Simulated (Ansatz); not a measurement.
**HfH (quartet): wave-function methods side by side, def2-TZVPP**

An exercise on one series of results from a longer session: the logs are not shown, and one member is left open.

Method: def2-TZVPP, core rule «outside noble gas», up to 4 orbitals frozen; program: Ansatz 0.2.0, Gaussian basis.

To be run: UHF; ROHF; CCSD(T) on UHF.

2 further runs of the same task are left out: 2 set aside as unsound or not needed.

**The system**

The geometry is a PBE0/def2-TZVP stationary point (not a proven minimum) of the parent state, kept for this charge and spin. No spin-orbit coupling is included. Elements past krypton take def2 core potentials.

2 atoms, charge 0, spin multiplicity 4.

Atoms are counted from 1 here; the program's logs count them from 0.

Bond lengths: Hf1–H2 1.832 Å.

The first run:

File in.yaml:

```yaml
crystal:
  periodic: [false, false, false]
  atoms:
    - {symbol: Hf, position_ang: [0.000000, 0.000000, 0.000000]}
    - {symbol: H, position_ang: [0.000000, 0.000000, 1.831618]}
basis:
  gaussian: {orbitals: def2-TZVPP}
magnetization: {spin_polarized: true, initial_magnetization: 3}
hamiltonian: {xc: hf}
output: {orbitals: {seedname: orbitals}}
```

Run with:

```console
$ ansatz run in.yaml --threads 1 --pin off --events-out ev --progress --plain --max-ram 4096MiB --backend cpu
```

Steps of the session up to this table: UHF; ROHF; CCSD(T) on UHF.

One table of the session follows, with a row left open; its other results are not shown here.

| method | from UCCSD(T) (meV) |
| --- | --- |
| ROHF | +1931.1 |
| UHF | ? |
| UMP2 | +424.3 |
| UCCSD | +47.1 |
| UCCSD(T) | 0 |

Q: Estimate the row for UHF from the others.

**Answer.** from UCCSD(T) (meV): +1818.8. In the column «from UCCSD(T) (meV)» it lies between UMP2 (+424.3) and ROHF (+1931.1).
